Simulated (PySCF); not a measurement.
# RuO2: structure of the singlet

The task is one start of a wider search on RuO2: the singlet, from a PBE minimum start. It is relaxed, tested by its Hessian and followed downhill if it is a saddle.

The runs use PySCF 2.14.0; PBE, basis Ru def2-TZVP with ECP28, O def2-TZVP, scalar-relativistic core potentials, no spin–orbit coupling, density fitting.

## (1) The system as given

3 atoms, charge 0, spin multiplicity 1.

Bond lengths: Ru1–O2 1.682 Å, Ru1–O3 1.682 Å. Angles: O2–Ru1–O3 151.7°.

Z-matrix (Å, degrees; charge 0 multiplicity 1):
```
Ru
O  1 1.6822
O  1 1.6822 2 151.71
```

## (2) Finding the electronic state

The steps below are one call of a driver around PySCF. For each, scf.py gives the equivalent set-up of the SCF; relaxations use the driver's own optimiser. After this first run the driver tries any further starts and a stability analysis.

scf.py

```python
from pyscf import gto, scf, dft
mol = gto.M(atom='''
Ru     0.000000     0.000000    -0.098201
O      1.631198    -0.000000     0.312820
O     -1.631198     0.000000     0.312820''',
    basis={'Ru': 'def2-TZVP', 'O': 'def2-TZVP'},
    ecp={'Ru': 'def2-TZVP'},
    charge=0, spin=0)
mf = dft.RKS(mol, xc='PBE')
mf.grids.atom_grid = (50, 194)
aux = {'Ru': 'def2-universal-JKFIT', 'O': 'def2-universal-JKFIT'}
mf = mf.density_fit(auxbasis=aux)
mf.conv_tol = 1e-08
mf.diis_space = 10
mf.max_cycle = 60
mf.init_guess = 'minao'
mf.verbose = 4
mf.kernel()
```

On the command line:

```console
$ OMP_NUM_THREADS=2 python axn.py task.json out
```

What it wrote:

```text
init E= -237.684271372311
  HOMO = -0.614412649436737  LUMO = -0.531533708511025  gap/eV = 2.25525
cycle= 1 E= -245.062154111775  delta_E= -7.38  |g|= 1.05  |ddm|= 4.36
cycle= 2 E= -244.215032773862  delta_E= 0.847  |g|= 2.08  |ddm|= 2.54
  HOMO = -0.282162858457039  LUMO = -0.228909755605393  gap/eV = 1.44909
cycle= 3 E= -245.002616197478  delta_E= -0.788  |g|= 1.24  |ddm|= 2.27
  HOMO = -0.256809404953428  LUMO = -0.212680765478314  gap/eV = 1.20080
cycle= 4 E= -245.267604608918  delta_E= -0.265  |g|= 0.173  |ddm|= 0.468
  HOMO = -0.215783747662284  LUMO = -0.189703361481346  gap/eV = 0.70968
cycle= 5 E= -245.271650958068  delta_E= -0.00405  |g|= 0.0957  |ddm|= 0.354
  HOMO = -0.21373826414013  LUMO = -0.186954873384241  gap/eV = 0.72881
cycle= 6 E= -245.273903602672  delta_E= -0.00225  |g|= 0.0388  |ddm|= 0.356
  HOMO = -0.215712349578403  LUMO = -0.188772201624303  gap/eV = 0.73308
cycle= 7 E= -245.274771266957  delta_E= -0.000868  |g|= 0.00916  |ddm|= 0.172
  HOMO = -0.21649816358114  LUMO = -0.189360142773246  gap/eV = 0.73846
cycle= 8 E= -245.274824226657  delta_E= -5.3e-05  |g|= 0.00266  |ddm|= 0.0347
  HOMO = -0.216289738256972  LUMO = -0.189265850689932  gap/eV = 0.73536
cycle= 9 E= -245.274825574879  delta_E= -1.35e-06  |g|= 0.000211  |ddm|= 0.00157
  HOMO = -0.216290442606771  LUMO = -0.189260683345211  gap/eV = 0.73552
cycle= 10 E= -245.2748255855  delta_E= -1.06e-08  |g|= 2.13e-05  |ddm|= 0.00031
  HOMO = -0.216290168319183  LUMO = -0.189261045878478  gap/eV = 0.73550
cycle= 11 E= -245.27482558559  delta_E= -9.07e-11  |g|= 2.1e-06  |ddm|= 1.39e-05
  HOMO = -0.216289874776055  LUMO = -0.189260842123037  gap/eV = 0.73550
Extra cycle  E= -245.274825585591  delta_E= -5.68e-13  |g|= 3.36e-06  |ddm|= 3.06e-06
converged SCF energy = -245.274825585591
```

This step, with its further starts and checks, ran for 8.1 s (2 threads of Arm Neoverse N1, shared host).

No lower closed-shell solution turned up in the test of internal stability.

## (3) Relaxing the singlet from the PBE minimum start

The program finds C2v symmetry in the start, which this walk keeps.

Changes to scf.py since step 2:

```diff
@@ -4 +4 @@
-O      1.631198    -0.000000     0.312820
+O      1.631198     0.000000     0.312820
@@ -16 +15,0 @@
-mf.init_guess = 'minao'
```

Energy and gradient, step by step:

```tsv
step	energy (Eh)	change (kJ/mol)	largest symmetric gradient (Eh/bohr)
0	-245.274826	0.00	0.00000
```

The walk took 1.9 s.

Positions (Å) and forces (eV/Å) along the way:

```
step 0
Ru   0.000   0.000  -0.098  -0.001   0.000   0.000
O    1.631   0.000   0.313   0.001   0.000   0.000
O   -1.631   0.000   0.313   0.000   0.000   0.000
```

After 0 steps and 0.0 kJ/mol it ends at C2v: Ru–O 1.682 Å (×2); O–Ru–O 151.7°.

## (4) Frequencies

On the finer grid the gradient is checked again; gradients at displacements of ±0.02 bohr then give force constants and infrared intensities.

Changes to scf.py since step 3:

```diff
@@ -3,3 +3,3 @@
-Ru     0.000000     0.000000    -0.098201
-O      1.631198     0.000000     0.312820
-O     -1.631198     0.000000     0.312820''',
+Ru     0.000000     0.000000    -0.099213
+O      1.630756     0.000000     0.313326
+O     -1.630756     0.000000     0.313326''',
@@ -10 +10 @@
-mf.grids.atom_grid = (50, 194)
+mf.grids.atom_grid = (75, 302)
@@ -13 +13 @@
-mf.conv_tol = 1e-08
+mf.conv_tol = 1e-10
```

This SCF starts from the last density.

SCF at the final geometry:

```text
init E= -245.274858218557
  HOMO = -0.216223348419035  LUMO = -0.189250960414366  gap/eV = 0.73396
cycle= 1 E= -245.274858218541  delta_E= 1.64e-11  |g|= 9.51e-06  |ddm|= 1.32e-05
  HOMO = -0.216225263422484  LUMO = -0.189251883513954  gap/eV = 0.73398
Extra cycle  E= -245.274858217934  delta_E= 6.07e-10  |g|= 5.75e-05  |ddm|= 3.88e-05
converged SCF energy = -245.274858217934
```

The whole step took 35 s.

Geometry: C2v; Ru–O 1.682 Å (×2); O–Ru–O 151.6°.

Modes, for the most abundant isotopes:

```csv
symmetry,ω (cm⁻¹),IR (km/mol),type
a1,193,29.6,bend
b2,955,361,stretch
a1,976,6.6,stretch
```

No imaginary mode, so this is a minimum.

Constants and moments:

```
Dipole moment                                                   : 1.76 D
Highest occupied level                                          : -5.88 eV
Lowest empty level                                              : -5.15 eV
Rotational constants                                            : 4.068, 0.1982, 0.189 cm⁻¹
Zero-point energy                                               : 12.7 kJ/mol
Principal polarisabilities                                      : 25.0, 28.3, 55.6 bohr³
Atomisation energy without zero-point energy                    : 1150 kJ/mol
Principal traceless quadrupole moments about the centre of mass : -9.20, 4.24, 4.96 D Å
Entropy at 298.15 K and 1 bar                                   : 265.8 J/(mol K)
Heat capacity Cp at 298.15 K                                    : 44.5 J/(mol K)
Enthalpy at 298.15 K above 0 K                                  : 11.64 kJ/mol
Rotational symmetry number                                      : 2
```

Populations by atom (charges in e):

| atom | Mulliken | Löwdin | polar tensor | Mayer order to Ru1 |
| --- | --- | --- | --- | --- |
| Ru1 | 1.02 | 0.47 | 1.60 | – |
| O2,3 | -0.51 | -0.24 | -0.80 | 1.75 |

Mulliken populations on Ru1 (outside its core potential): s 2.06, p 6.20, d 6.69, f 0.03.

## (5) Would spin polarisation lower it?

At the lowest minimum the closed shell is tested against spin polarisation, on the (50, 194) grid. It is unstable: an open-shell solution lies lower. That solution was not followed to a minimum here.

## (6) Summary of results

| quantity | value |
| --- | --- |
| minimum | singlet, C2v (closed shell, unstable towards spin polarisation) |
| geometry | Ru–O 1.682 Å (×2); O–Ru–O 151.6° |
| wavenumbers (cm⁻¹) | 193 (a1), 955 (b2), 976 (a1) |
| dipole moment | 1.76 D |
| highest occupied, lowest empty level | -5.88, -5.15 eV |
| polar-tensor charge of Ru1 | +1.60 e |
| zero-point energy | 12.7 kJ/mol |

The molecule stays C2v, as typed, and the end point is a minimum. The strongest infrared band lies at 955 cm⁻¹ (b2, stretch). Other starts or spin states, not run here, may lie lower. The closed shell proved unstable towards spin polarisation, so a lower open-shell solution exists.

The search up to here ran for 51 s (2 threads of Arm Neoverse N1, shared host).
